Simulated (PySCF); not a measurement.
# The bond of HI−, level by level

Aim: find the lowest electronic state of HI−, scan its bond at several levels of theory, and get bond length, wavenumber and dissociation energy from each curve.

Method: H aug-cc-pVDZ, I aug-cc-pVDZ-PP with ECP28, scalar-relativistic core potentials; program: PySCF 2.14.0.

1 further run of the same task is left out (set aside as unsound or not needed).

### Step 1. Set-up

The job is set up so:

* atoms: H, I
* charge: -1
* basis: H aug-cc-pVDZ, I aug-cc-pVDZ-PP with ECP28
* Hamiltonian: scalar-relativistic core potentials
* basis functions: 41
* electrons treated: 27
* masses in u: 1.0078, 126.9045
* levels: PBE0, PBE, r²SCAN, B97-3, B2PLYP, r²SCANh, ωB97X, HF, MP2, SCS-MP2, CCSD, CCSD(T)
* grid: 80 radial by 434 angular points
* occupations: held fixed by the projection of orbital angular momentum
* dissociation limit: H + I−, each in its ground configuration
* starting distance in angstrom: 1.730
* values of 2S to try: 1, 3

The run is started by

```sh
> OMP_NUM_THREADS=1 python dia.py task.json out
```

The runs that follow: First curve: PBE0; PBE (GGA); r²SCAN (meta-GGA); B97-3; B2PLYP; r²SCANh (hybrid meta-GGA); ωB97X (range-separated hybrid); UHF (mean field); MP2 and coupled cluster.

**Question.** What will these runs give? Wanted: for each run, Re; ωe; De; μ.

**Answer**, as computed:

Lowest PBE0 solution found, without spin–orbit coupling: ²Σ⁺ (doublet), unpaired electrons σ ↑.

```csv
level,Re (Å),ωe (cm⁻¹),De (eV),μ (D)
UHF-SCS-MP2,2.811,208.0,0.054,n/a
UHF-CCSD,2.489,412,0.145,n/a
UHF-CCSD(T),2.463,434,0.168,n/a
PBE,2.252,535,0.347,2.75
r²SCAN,2.385,527,0.388,2.38
r²SCANh,2.395,529,0.368,2.29
PBE0,2.328,524,0.241,2.44
B97-3,2.426,493,0.172,2.50
ωB97X,2.417,522,0.096,2.46
B2PLYP,2.447,470,0.215,2.03
```

De is counted to H + I− in their ground configurations. A positive dipole points from H to I; in an ion it is taken about the centre of mass and does not tell which atom is negative. No constants: UHF (no minimum is bracketed among the points kept); UHF-MP2 (no minimum is bracketed among the points kept).

**Reading.** Bond lengths run from 2.252 Å (PBE) to 2.811 Å (UHF-SCS-MP2). CCSD(T) can't serve as the judge here: for a weak bond in this basis it is far from its limit. Of the levels with a De here, UHF-SCS-MP2 gives the least (0.054 eV) and r²SCAN the most (0.388 eV).

Correlated steps freeze 4 core orbitals. Spin–orbit coupling is left out. B2PLYP dipoles, levels and charges come from its SCF part alone. The bond is weak, and basis-set superposition, which was not computed, may be a sizeable part of it. With some functionals the highest level of the anion is positive, from self-interaction error or because the anion is truly unbound there; the finite basis then holds the extra electron, and no neutral molecule was run to test the binding. With spin–orbit coupling the term label itself may not hold.
